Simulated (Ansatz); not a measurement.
# GaCuSe2: the cost of one run

Method: DFT PBEsol, scalar-relativistic, plane waves, PAW, in Ansatz 0.2.0.

1 further run of the same task is left out (set aside as unsound or not needed).

## 1. Starting point

Symmetry: I-42d, No. 122, tetragonal system. The conventional cell has a = 5.570 Å, b = 5.570 Å, c = 11.074 Å, α = 90.00°, β = 90.00°, γ = 90.00°. Ga (site symmetry -4) is surrounded by 4 Se at 2.43 Å. Around Cu (site symmetry -4) lie 4 Se at 2.38 Å. Around Se (site symmetry 2) lie 2 Cu at 2.38 Å and 2 Ga at 2.43 Å.

Coordinates:

```xyz
8
Lattice="-2.7849 2.7849 5.5372 2.7849 -2.7849 5.5372 2.7849 2.7849 -5.5372" Properties=species:S:1:pos:R:3 pbc="T T T"
Ga    0.0000    0.0000    5.5372
Ga    2.7849    0.0000    2.7686
Cu    0.0000    0.0000    0.0000
Cu    0.0000    2.7849    2.7686
Se    1.3467    1.3924    1.3843
Se    1.3924    4.2230   -1.3843
Se    1.4381    1.3924    6.9215
Se    1.3924   -1.4381    4.1529
```

It is the result of an earlier relaxation at this level (volume 21.47 Å³/atom; gap on the mesh: 0.12 eV).

## 2. Static run: bands, density of states and charges

The input, input.yaml:

```yaml
crystal:
  lattice:
    - [-2.7848711695, 2.7848711695, 5.5371861902]
    - [2.7848711695, -2.7848711695, 5.5371861902]
    - [2.7848711695, 2.7848711695, -5.5371861902]
  atoms:
    - { symbol: Ga, position: [0.5, 0.5, 0.0] }
    - { symbol: Ga, position: [0.25, 0.75, 0.5] }
    - { symbol: Cu, position: [0.0, 0.0, 0.0] }
    - { symbol: Cu, position: [0.75, 0.25, 0.5] }
    - { symbol: Se, position: [0.375, 0.3667950874, 0.4917950874] }
    - { symbol: Se, position: [0.6332049126, 0.125, 1.0082049126] }
    - { symbol: Se, position: [0.875, 0.8832049126, 0.5082049126] }
    - { symbol: Se, position: [0.1167950874, 0.625, -0.0082049126] }
basis:
  ecutwfc: 420
kpoints:
  mp_grid: { grid: [10, 10, 10] }
  band_path:
    path:
      - [[0.0, 0.0, 0.0], [0.0, 0.0, 0.5], [0.25, 0.25, 0.25], [0.0, 0.5, 0.0], [0.0, 0.0, 0.0], [0.5, 0.5, -0.5], [0.3132371, 0.6867629, -0.3132371]]
      - [[-0.3132371, 0.3132371, 0.3132371], [0.0, 0.0, 0.0]]
      - [[0.0, 0.0, 0.5], [-0.12647421, 0.12647421, 0.5]]
      - [[0.5, 0.5, -0.12647421], [0.5, 0.5, -0.5]]
    npoints: 14
hamiltonian:
  xc: pbesol
scf:
  occupations: { method: gaussian, width: 0.01 }
  n_extra_bands: 20
output:
  forces: true
  stress: true
  eigenvalues: true
  populations: true
  dos: { projected: true, de: 0.02, nscf_kmesh: { grid: [15, 15, 15] } }
  bader: true
  write_density: true
  write_potential: true
  elf: true
  volumetric_format: npy
```

On the command line:

```sh
$ ansatz run input.yaml --threads 2 --pin off --max-ram 5120MiB --backend cpu --events-out ev --progress --plain --runs-dir out
```

Q: Estimate wall time and peak memory on 2 threads of AMD EPYC 7R43 (Zen 3), shared host.

About 6 min, with a peak of 2.4 GiB.
